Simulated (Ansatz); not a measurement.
**BaTiO3 (Pm-3m): equation of state**

The task here is to estimate one member of a computed series from the others.

Method: DFT r²SCAN, scalar-relativistic, plane waves, PAW, in Ansatz 0.2.0.

## The system as given

Symmetry: Pm-3m, No. 221, cubic system. The conventional cell has a = 3.994 Å, b = 3.994 Å, c = 3.994 Å, α = 90.00°, β = 90.00°, γ = 90.00°. Ba (site symmetry m-3m) has 12 O at 2.82 Å as nearest neighbours. Ti (site symmetry m-3m) is surrounded by 6 O at 2.00 Å. O (site symmetry 4/mmm) has 2 Ti at 2.00 Å and 4 Ba at 2.82 Å as nearest neighbours.

Structure file:

```xyz
5
Lattice="3.9940 0.0000 0.0000 0.0000 3.9940 0.0000 0.0000 0.0000 3.9940" Properties=species:S:1:pos:R:3 pbc="T T T"
Ba    1.9970    1.9970    1.9970
Ti    0.0000    0.0000    0.0000
O     1.9970    0.0000    0.0000
O     0.0000    1.9970    0.0000
O     0.0000    0.0000    1.9970
```

This cell comes from an earlier session at r²SCAN: 12.743 Å³/atom at 0.00 GPa, on a 6×6×6 mesh.

Volume factors to run: 0.980, 1.020, 0.960, 1.040.

Set-up of the first run:

input.yaml

```yaml
crystal:
  lattice:
    - [3.96723941, 0.0, 0.0]
    - [0.0, 3.96723941, 0.0]
    - [0.0, 0.0, 3.96723941]
  atoms:
    - { symbol: Ba, position: [0.5, 0.5, 0.5] }
    - { symbol: Ti, position: [0.0, 0.0, 0.0] }
    - { symbol: O, position: [0.5, 0.0, 0.0] }
    - { symbol: O, position: [0.0, 0.5, 0.0] }
    - { symbol: O, position: [0.0, 0.0, 0.5] }
basis:
  ecutwfc: 500
  ecutrho_ratio: 4
kpoints:
  mp_grid: { grid: [6, 6, 6] }
hamiltonian:
  xc: r2scan
scf:
  occupations: { method: gaussian, width: 0.05 }
output:
  forces: true
  stress: true
  eigenvalues: true
```

Launch:

```console
ansatz run input.yaml --threads 4 --pin off --max-ram 10240MiB --backend cpu --events-out ev --progress --plain --runs-dir out
```

Steps of the session up to this table: Volume × 0.980; Volume × 1.020; Scaling the volume by 0.960; Scaling the volume by 1.040.

One table of the session follows, with a row left open; its other results are not shown here.

It belongs to the step «Energy and pressure against volume». 

```
volume (Å³/atom)  energy (meV/atom)  pressure (GPa)  gap (eV)
          12.233              12.39            8.08      2.27
          12.488               2.98            3.82      2.22
          12.743               0.00            0.00      2.17
          12.998                  ?               ?         ?
          13.253              10.71           -6.50      2.07
```

**Question.** Estimate the row for volume (Å³/atom) = 12.998.

Worked estimate for «energy (meV/atom)». A straight line through the neighbours (12.743, 0.00) and (13.253, 10.71) gives 0.00 + (10.71 − 0.00) × (12.998 − 12.743) / (13.253 − 12.743) = 5.35; a parabola fitted to 3 rows on both sides gives 2.58.

As computed: energy (meV/atom): 2.77; pressure (GPa): -3.43; gap (eV): 2.12. In «energy (meV/atom)» the line misses by +2.58 and the parabola by -0.19.
